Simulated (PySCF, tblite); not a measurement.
**C₃H₈FNSi₂: geometry, infrared bands and NMR shifts**

What infrared bands and NMR shifts should C₃H₈FNSi₂ (`N#C[SiH2]C[C@H](F)[SiH3]`) show?

The runs use tblite 0.8.0 and PySCF 2.14.0, with density-fitted response routines of our own; the level of theory stands in each step. All values are computed, except where a source is named. Atoms count from 0, in the outputs and in this text.

## Step 1: The starting structure

15 atoms, charge 0, multiplicity 1; geometry from: force field or distance geometry start.

Bonds of the start (Å): N0–C1 1.16, C1–Si2 1.88, Si2–C3 1.90, C3–C4 1.53, C4–F5 1.36, C4–Si6 1.88, Si2–H7 1.48, Si2–H8 1.49, C3–H9 1.11, C3–H10 1.09, C4–H11 1.09, Si6–H12 1.49, Si6–H13 1.48, Si6–H14 1.50.

## Step 2: Relaxing the molecule with GFN2-xTB

What the job is given:

```
{"job": {"kind": "relax", "xc": "GFN2-xTB", "basis": "xTB"}, "charge": 0, "multiplicity": 1}
N      3.535300     1.396400     0.578300
C      2.880800     0.437600     0.502800
Si     1.811900    -1.098300     0.375700
C      0.107800    -0.645300    -0.325700
C     -0.662900     0.375900     0.520200
F     -0.917100    -0.182300     1.732400
Si    -2.300600     0.931700    -0.207300
H      2.426400    -2.084300    -0.543300
H      1.654300    -1.777100     1.687600
H     -0.473700    -1.584000    -0.377700
H      0.243800    -0.288400    -1.343400
H     -0.054500     1.266200     0.692800
H     -3.204700    -0.234400    -0.415200
H     -2.068600     1.574300    -1.525800
H     -2.982500     1.919900     0.684100
```

The run is started by

```
> OMP_NUM_THREADS=1 python probes_run.py task.json out
```

One launch serves the whole session: the jobs run in the order shown.

**Question.** This job is followed by: GFN2-xTB harmonic vibrations, gas phase; GIAO PBE0/pcSseg-1 NMR shielding, non-relativistic, gas phase. What will the session give for the following? strongest single infrared mode (GFN2-xTB); zero-point energy (GFN2-xTB); 13C shifts against TMS (PBE0/pcSseg-1); 1H shifts against TMS (PBE0/pcSseg-1, means over atoms taken as alike); 15N shifts against NH3 (PBE0/pcSseg-1); 29Si shifts against TMS (PBE0/pcSseg-1); 19F shifts against CFCl3 (PBE0/pcSseg-1); surface potential, 1st and 99th percentile.

**Answer**, as computed:

| quantity | value |
| --- | --- |
| strongest single infrared mode (GFN2-xTB) | 759 cm⁻¹, 465 km/mol |
| zero-point energy (GFN2-xTB) | 59.6 kcal/mol |
| 13C shifts against TMS (PBE0/pcSseg-1) | 123.5, 86.4, 21.3 ppm |
| 1H shifts against TMS (PBE0/pcSseg-1, means over atoms taken as alike) | 5.38, 4.65, 4.47, 4.00, 1.51, 1.13 ppm |
| 15N shifts against NH3 (PBE0/pcSseg-1) | 366.4 ppm |
| 29Si shifts against TMS (PBE0/pcSseg-1) | -65.1, -70.1 ppm |
| 19F shifts against CFCl3 (PBE0/pcSseg-1) | -239.9 ppm |
| surface potential, 1st and 99th percentile | -1.65 V and 1.59 V |

What this shows: Over 52 steps the energy fell by 0.188 eV; of the close pairs, C4–Si6 changed most, 1.876 to 1.923 Å. No mode is imaginary among the 39: a minimum at this level. GFN2-xTB is a fitted tight-binding method: band positions and strengths are rough. Its intensities can rank the bands wrongly. The most deshielded carbon is C1 (nitrile carbon), at 123.5 ppm: typical of a nitrile. The most deshielded hydrogen is H11 (hydrogen on an sp3 CH bonded to F and Si), at 5.38 ppm: its carbon carries F, which withdraws density. At PBE0/pcSseg-1: The largest span, 606 ppm, is at N0, where the paramagnetic term is -436 ppm. At PBE0/pcSseg-1, counted by nearest atom on the grid, the HOMO lies on C4 25 %; F5 15 %, the LUMO on N0 24 %; C1 23 %.
